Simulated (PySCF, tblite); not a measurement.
# C6H11BF2: geometry, infrared bands and NMR shifts

What infrared bands and NMR shifts should C6H11BF2 (`CB[C@H](C(F)F)C1CC1`) show?

Computed with tblite 0.8.0 and PySCF 2.14.0, with density-fitted response routines of our own, on a single molecule in the gas phase. Atoms are numbered from 0 throughout.

### Step 1. The molecule as given

20 atoms, charge 0, multiplicity 1; geometry from: force field or distance geometry start.

Bonds of the start (Å): C0–B1 1.58, B1–C2 1.58, C2–C3 1.55, C3–F4 1.36, C3–F5 1.38, C2–C6 1.48, C6–C7 1.48, C7–C8 1.51, C8–C6 1.54, C0–H9 1.12, C0–H10 1.12, C0–H11 1.12, B1–H12 1.16, C2–H13 1.10, C3–H14 1.11, C6–H15 1.11, C7–H16 1.13, C7–H17 1.11, C8–H18 1.12, C8–H19 1.10.

### Step 2. Geometry optimisation with GFN2-xTB

The job: settings as JSON, then the geometry in Å.

```
{"job": {"kind": "relax", "xc": "GFN2-xTB", "basis": "xTB"}, "charge": 0, "multiplicity": 1}
C     -2.633200    -0.574700     0.394800
B     -1.272200    -0.720800    -0.399300
C     -0.109800     0.248900     0.047200
C     -0.441800     1.602500    -0.636500
F      0.487700     2.540100    -0.322300
F     -1.702000     1.961500    -0.218300
C      1.258700    -0.104600    -0.381500
C      1.977500    -1.345900    -0.008100
C      2.274900    -0.094500     0.776200
H     -3.239300     0.265600    -0.035100
H     -2.407200    -0.308700     1.463800
H     -3.252500    -1.503500     0.379500
H     -1.376100    -0.966900    -1.532100
H     -0.167000     0.427800     1.127700
H     -0.483800     1.460300    -1.732700
H      1.672900     0.478100    -1.234600
H      2.838100    -1.601700    -0.688200
H      1.502100    -2.162900     0.565200
H      1.862800    -0.063100     1.811900
H      3.204900     0.473100     0.619500
```

On the command line:

```bash
OMP_NUM_THREADS=1 python probes_run.py task.json out
```

This one command runs all jobs of the session in turn.

**Question.** This job is followed by: GFN2-xTB harmonic vibrations, gas phase; GIAO PBE0/pcSseg-1 NMR shielding, non-relativistic, gas phase. What will the session give for the following? strongest single infrared mode (GFN2-xTB); zero-point energy (GFN2-xTB); ¹³C shifts against TMS (PBE0/pcSseg-1); ¹H shifts against TMS (PBE0/pcSseg-1, means over atoms taken as alike); ¹¹B shifts against BF3·OEt2 (PBE0/pcSseg-1); ¹⁹F shifts against CFCl3 (PBE0/pcSseg-1); surface potential, 1st and 99th percentile.

**Answer**, as computed:

| quantity | value |
| --- | --- |
| strongest single infrared mode (GFN2-xTB) | 2636 cm⁻¹, 116 km/mol |
| zero-point energy (GFN2-xTB) | 99.6 kcal/mol |
| ¹³C shifts against TMS (PBE0/pcSseg-1) | 128.1, 55.5, 16.1, 6.9, 6.6, 5.3 ppm |
| ¹H shifts against TMS (PBE0/pcSseg-1, means over atoms taken as alike) | 7.72, 6.41, 1.16, 1.11, 0.64, 0.62, 0.44, 0.27, 0.26 ppm |
| ¹¹B shifts against BF3·OEt2 (PBE0/pcSseg-1) | 84.0 ppm |
| ¹⁹F shifts against CFCl3 (PBE0/pcSseg-1) | -130.2, -130.7 ppm |
| surface potential, 1st and 99th percentile | -1.04 V and 1.02 V |

In words: Relaxing lowered the energy by 0.931 eV in 168 steps; the close pair that moved most is C2–C6, from 1.477 to 1.525 Å. All 54 modes are real, so the xTB geometry is a minimum. The strongest single mode, at 2636 cm⁻¹, moves mainly H12. GFN2-xTB is a fitted tight-binding method: band positions and strengths are rough. Its intensities can rank the bands wrongly. By nearest atom (PBE0/pcSseg-1), the HOMO sits on C6, C8 about 19 % each; C2 14 % and the LUMO on B1 54 %; H12 14 %.
